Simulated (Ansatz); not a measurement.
# Mg8O9: the cost of one run

Method: DFT PBE, plane waves, PAW, scalar-relativistic, collinear spin, in Ansatz 0.2.0.

### Step 1. Starting point

The cell holds 17 atoms (Mg8O9): a = 5.414 Å, b = 5.414 Å, c = 5.414 Å, α = 60.00°, β = 60.00°, γ = 60.00°.

Structure file:

```xyz
17
Lattice="0.0000 3.8280 3.8280 3.8280 0.0000 3.8280 3.8280 3.8280 0.0000" Properties=species:S:1:pos:R:3 pbc="T T T"
Mg    0.0000    0.0000    0.0000
O     1.9140    1.9140    1.9140
Mg    1.9140    1.9140    0.0000
O     3.8280    3.8280    1.9140
Mg    1.9140    0.0000    1.9140
O     3.8280    1.9140    3.8280
Mg    3.8280    1.9140    1.9140
O     5.7420    3.8280    3.8280
Mg    0.0000    1.9140    1.9140
O     1.9140    3.8280    3.8280
Mg    1.9140    3.8280    1.9140
O     3.8280    5.7420    3.8280
Mg    1.9140    1.9140    3.8280
O     3.8280    3.8280    5.7420
Mg    3.8280    3.8280    3.8280
O     5.7420    5.7420    5.7420
O     4.7714    4.8131    6.6910
```

### Step 2. Relaxing the start

The input, input.yaml:

```yaml
accuracy: low
crystal:
  lattice:
    - [0.0, 3.828, 3.828]
    - [3.828, 0.0, 3.828]
    - [3.828, 3.828, 0.0]
  atoms:
    - { symbol: Mg, position: [0.0, 0.0, 0.0] }
    - { symbol: O, position: [0.25, 0.25, 0.25] }
    - { symbol: Mg, position: [0.0, 0.0, 0.5] }
    - { symbol: O, position: [0.25, 0.25, 0.75] }
    - { symbol: Mg, position: [0.0, 0.5, 0.0] }
    - { symbol: O, position: [0.25, 0.75, 0.25] }
    - { symbol: Mg, position: [0.0, 0.5, 0.5] }
    - { symbol: O, position: [0.25, 0.75, 0.75] }
    - { symbol: Mg, position: [0.5, 0.0, 0.0] }
    - { symbol: O, position: [0.75, 0.25, 0.25] }
    - { symbol: Mg, position: [0.5, 0.0, 0.5] }
    - { symbol: O, position: [0.75, 0.25, 0.75] }
    - { symbol: Mg, position: [0.5, 0.5, 0.0] }
    - { symbol: O, position: [0.75, 0.75, 0.25] }
    - { symbol: Mg, position: [0.5, 0.5, 0.5] }
    - { symbol: O, position: [0.75, 0.75, 0.75] }
    - { symbol: O, position: [0.879415, 0.8685075, 0.3779317], spin: 1.0 }
magnetization:
  spin_polarized: true
basis:
  ecutwfc: 420.0
kpoints:
  mp_grid: { grid: [2, 2, 2] }
hamiltonian:
  xc: pbe
  pseudopotentials: { kind: paw, azcp: { folder: soft_1 } }
scf:
  occupations: { method: fermi_dirac, width: 0.05 }
  lower_state_search: "off"
relax:
  f_tol: 0.08
  max_steps: 25
  adjacent_minimum: "off"
output:
  write_density: true
  write_potential: true
  elf: true
  volumetric_format: npy
```

On the command line:

```sh
> ansatz run input.yaml --threads 1 --pin off --max-ram 3072MiB --backend cpu --events-out ev --progress --plain --runs-dir out
```

Q: Estimate wall time and peak memory on 1 thread of Arm Neoverse V1, shared host.

About 2.6 min, with a peak of 0.46 GiB.
